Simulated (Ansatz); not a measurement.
# SnH2ClO2 (SMILES [OH][Sn]([OH])[Cl]): UPBE-QIDH/def2-SVP (core potential)

What is the energy change on altering one bond length of SnH2ClO2 at UPBE-QIDH/def2-SVP (core potential)? 

The results are computed with Ansatz 0.2.0.

63 further runs of the same task are left out: 63 set aside as unsound or not needed.

## Step 1: The structure to begin with

SnH2ClO2: 6 atoms, total charge 0, spin state doublet. SMILES: `[OH][Sn]([OH])[Cl]`. The coordinates come from a PBE0-D4/def2-TZVP relaxation. This is one conformer, not always the lowest.

Bond lengths: O1–Sn2 1.969 Å, Sn2–O3 1.960 Å, Sn2–Cl4 2.349 Å, O1–H5 0.962 Å, O3–H6 0.964 Å. Angles: O1–Sn2–O3 101.9°, O1–Sn2–Cl4 109.1°, O3–Sn2–Cl4 108.0°, Sn2–O1–H5 114.3°, Sn2–O3–H6 110.7°.

## Step 2: A single-point energy at UPBE-QIDH/def2-SVP (core potential)

File in.yaml:

```yaml
crystal:
  periodic: [false, false, false]
  atoms:
    - {symbol: O, position_ang: [-0.447400, 1.400500, -0.158300]}
    - {symbol: Sn, position_ang: [0.371800, -0.318200, -0.659700]}
    - {symbol: O, position_ang: [1.256500, -0.847900, 1.007700]}
    - {symbol: Cl, position_ang: [-1.328200, -1.877100, -1.106600]}
    - {symbol: H, position_ang: [-1.182700, 1.666400, -0.718500]}
    - {symbol: H, position_ang: [1.372100, -0.087800, 1.589200]}
basis:
  gaussian:
    orbitals: def2-SVP
output: {orbitals: {seedname: orbitals}}
correlation:
  frozen_orbitals: {Cl: 5, H: 0, O: 1, Sn: 4}
magnetization:
  spin_polarized: true
  initial_magnetization: 1
accuracy: high
hamiltonian:
  xc: {name: PBE-QIDH}
```

On the command line:

```console
ansatz run in.yaml --threads 1 --pin off --max-ram 3480MiB --events-out events.jsonl --progress --plain --runs-dir runs
```

Output:

```text
Warning: RAYON_NUM_THREADS=1 ignored (pool sized by the plan → 1); use --threads N
Functional definition: PBE-QIDH
  name "PBE-QIDH"
  parameter a = 3^(-1/3)
  parameter c = 1/3
  exchange = (1 - a)*pbe_x + a*exact_x
  correlation = (1 - c)*pbe_c + c*(mp2_os + mp2_ss)
1801 factors; integrals over basis functions are off by at most 3.3e-9 eV
mean field evaluation 1: about -22442.0296 eV, gradient 3.9e1 eV
mean field evaluation 2: about -22442.1131 eV, gradient 3.9e1 eV
mean field evaluation 4: about -22448.1267 eV, gradient 2.3e0 eV
mean field evaluation 8: about -22448.2030 eV, gradient 1.5e-1 eV
mean field evaluation 16: about -22448.2034 eV, gradient 6.7e-4 eV
mean field evaluation 32: about -22448.2034 eV, gradient 8.2e-8 eV
mean field -22448.20339564 eV, -824.9562588509 hartree, gradient 8.2e-8 eV, S^2 0.759895; 0 other end points of the search recorded, 0 dependent functions left out
11 core orbitals not correlated: weight in the atoms' cores, before any rotation towards them, 1.000 or more for the frozen orbitals, at most 0.000 for the correlated occupied ones
reference -22448.20339666 eV, -824.9562588887 hartree; 18, 17 occupied and 53, 54 virtual orbitals, 1801 factors
second order -18.67698563 eV of doubles, -0.00000000 eV of singles
Total energy: -22454.42905854 eV, -825.1850477427 hartree
```

Run time: 17 s. Hardware: 1 thread of Arm Neoverse V2, shared host; peak memory 0.41 GiB.

## Step 3: The distorted shape, same level

File input.yaml:

```yaml
crystal:
  periodic: [false, false, false]
  atoms:
    - {symbol: O, position_ang: [-0.580124, 1.479967, -0.408447]}
    - {symbol: Sn, position_ang: [0.239076, -0.238733, -0.909847]}
    - {symbol: O, position_ang: [1.256500, -0.847900, 1.007700]}
    - {symbol: Cl, position_ang: [-1.460924, -1.797633, -1.356747]}
    - {symbol: H, position_ang: [-1.315424, 1.745867, -0.968647]}
    - {symbol: H, position_ang: [1.372100, -0.087800, 1.589200]}
basis:
  gaussian: {orbitals: def2-SVP}
magnetization: {spin_polarized: true, initial_magnetization: 1}
hamiltonian: {xc: {name: PBE-QIDH}}
correlation: {frozen_orbitals: {Cl: 5, H: 0, O: 1, Sn: 4}}
accuracy: high
output: {orbitals: {seedname: orbitals}}
```

On the command line:

```console
ansatz run input.yaml --threads 1 --pin off --max-ram 3480MiB --events-out events.jsonl --progress --plain --runs-dir runs
```

Output:

```text
Warning: RAYON_NUM_THREADS=1 ignored (pool sized by the plan → 1); use --threads N
[... 6 set-up lines as earlier in the session ...]
1785 factors; integrals over basis functions are off by at most 3.5e-9 eV
mean field evaluation 1: about -22440.4581 eV, gradient 4.1e1 eV
mean field evaluation 2: about -22440.5307 eV, gradient 4.1e1 eV
mean field evaluation 4: about -22447.3549 eV, gradient 5.1e0 eV
mean field evaluation 8: about -22447.5530 eV, gradient 8.2e-1 eV
mean field evaluation 16: about -22447.5781 eV, gradient 2.2e-2 eV
mean field evaluation 32: about -22447.5782 eV, gradient 6.7e-6 eV
mean field -22447.57818086 eV, -824.9332826315 hartree, gradient 2.7e-8 eV, S^2 0.789134; 1 other end points of the search recorded, 0 dependent functions left out
11 core orbitals not correlated: weight in the atoms' cores, before any rotation towards them, 1.000 or more for the frozen orbitals, at most 0.000 for the correlated occupied ones
reference -22447.57818190 eV, -824.9332826699 hartree; 18, 17 occupied and 53, 54 virtual orbitals, 1785 factors
second order -18.79633043 eV of doubles, -0.00000000 eV of singles
Total energy: -22453.84362538 eV, -825.1635334708 hartree
```

Run time: 26 s. Hardware: 1 thread of Arm Neoverse V2, shared host; peak memory 0.41 GiB.

## Step 4: Outcome

At UPBE-QIDH/def2-SVP (core potential), 11 core orbitals frozen:

| quantity | value |
| --- | --- |
| first shape: total energy | -825.18505 Eh |
| first shape: HOMO energy (SCF part's orbitals) (highest over α and β) | -9.02 eV |
| first shape: LUMO energy (SCF part's orbitals) (lowest over α and β) | -2.34 eV |
| first shape: ⟨S²⟩ | 0.760 |
| distorted shape: total energy | -825.16353 Eh |
| distorted shape: HOMO energy (SCF part's orbitals) (highest over α and β) | -9.35 eV |
| distorted shape: LUMO energy (SCF part's orbitals) (lowest over α and β) | -2.70 eV |
| distorted shape: ⟨S²⟩ | 0.789 |
| energy change with the Sn2–O3 bond stretched from 1.960 to 2.255 Å | 0.585 eV |

**Reading.** With the Sn2–O3 bond stretched from 1.960 to 2.255 Å the energy rises by 0.59 eV (56.5 kJ/mol). The first shape isn't relaxed at this level, so the change isn't measured from a minimum.
